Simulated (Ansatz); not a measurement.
# AlH4NO2: basis-set convergence

How large a basis does AlH4NO2 need? Two functionals and correlated methods are run in growing sets.

Computed with Ansatz 0.2.0, Gaussian basis. Level: one geometry, several basis sets.

Plan: PBE0-D4/def2-SVP; ωB97M-V/def2-SVP; PBE0-D4/def2-QZVPP; ωB97M-V/def2-QZVPP; CCSD(T)/cc-pV(D+d)Z; CCSD(T)/cc-pV(T+d)Z; CCSD(T)/cc-pV(Q+d)Z; the functionals' def2-TZVPP values are taken from earlier runs.

## Step 1: The relaxed structure

All runs share one geometry, relaxed beforehand with PBE0-D4 in a triple-zeta def2 set.

8 atoms, charge 0, spin multiplicity 1.

Atoms are counted from 1 here; the program's logs count them from 0.

Bond lengths: N1–Al2 1.760 Å, N1–H5 1.005 Å, N1–H6 1.006 Å, Al2–O3 1.695 Å, Al2–O4 1.692 Å, O3–H7 0.954 Å, O4–H8 0.955 Å. Angles: Al2–N1–H5 126.0°, Al2–N1–H6 123.5°, H5–N1–H6 110.5°, N1–Al2–O3 123.6°, N1–Al2–O4 117.6°, O3–Al2–O4 118.8°, Al2–O3–H7 124.8°, Al2–O4–H8 122.2°.

Coordinates:

```xyz
8
charge 0, multiplicity 1
N    -0.4534    1.3709    0.1590
Al    0.0219   -0.3143   -0.0152
O     1.5694   -0.8061   -0.5009
O    -1.1401   -1.4961    0.3242
H     0.1328    2.1700   -0.0090
H    -1.3726    1.6620    0.4477
H     2.2870   -0.2138   -0.7127
H    -0.9528   -2.4298    0.2512
```

## Step 2: PBE0-D4 in def2-SVP

in.yaml reads:

```yaml
crystal:
  periodic: [false, false, false]
  atoms:
    - {symbol: N, position_ang: [-0.453429, 1.370910, 0.159025]}
    - {symbol: Al, position_ang: [0.021873, -0.314298, -0.015219]}
    - {symbol: O, position_ang: [1.569448, -0.806071, -0.500936]}
    - {symbol: O, position_ang: [-1.140118, -1.496126, 0.324229]}
    - {symbol: H, position_ang: [0.132756, 2.170044, -0.009024]}
    - {symbol: H, position_ang: [-1.372578, 1.661963, 0.447701]}
    - {symbol: H, position_ang: [2.286991, -0.213761, -0.712702]}
    - {symbol: H, position_ang: [-0.952843, -2.429760, 0.251225]}
basis:
  gaussian: {orbitals: def2-SVP}
hamiltonian: {xc: pbe0, dispersion: d4}
output: {orbitals: {seedname: orbitals}}
```

Run with:

```sh
ansatz run in.yaml --threads 2 --pin off --events-out ev --progress --plain --max-ram 32768MiB --backend cpu
```

The runs that follow: ωB97M-V in def2-SVP; PBE0-D4 in def2-QZVPP; ωB97M-V in def2-QZVPP; CCSD(T) in cc-pV(D+d)Z; CCSD(T) in cc-pV(T+d)Z; CCSD(T) in cc-pV(Q+d)Z.

**Question.** What will the summary of the whole plan be? Wanted: MP2 correlation recovered, cc-pV(D+d)Z; MP2 correlation recovered, cc-pV(T+d)Z; MP2 correlation recovered, cc-pV(Q+d)Z; CCSD(T) limit from def2 sets; PBE0-D4: double and triple zeta above quadruple; ωB97M-V: double and triple zeta above quadruple.

As calculated:

| quantity | value |
| --- | --- |
| MP2 correlation recovered, cc-pV(D+d)Z | 69.2 % |
| MP2 correlation recovered, cc-pV(T+d)Z | 88.2 % |
| MP2 correlation recovered, cc-pV(Q+d)Z | 95.1 % |
| CCSD(T) limit from def2 sets (earlier runs) less the limit of this series | -14 meV |
| PBE0-D4: double and triple zeta above quadruple | 10.28, 0.59 eV |
| ωB97M-V: double and triple zeta above quadruple | 10.42, 0.56 eV |

In words: For PBE0-D4 the step from double to triple zeta gains 9.70 eV and the next only 0.59 eV. Correlation climbs from 69 % (cc-pV(D+d)Z) to 95 % (cc-pV(Q+d)Z) of the limit; Hartree-Fock is 0.178 eV from its own by then. A limit from the def2 sets, made apart, differs by 14 meV, a least measure of the doubt on such a limit. Total energies overstate the basis error of differences, where much of it tends to cancel. The LUMO of ωB97M-V is positive and keeps falling with the basis (1.75 to 0.90 eV): an unbound level that the basis holds in place.
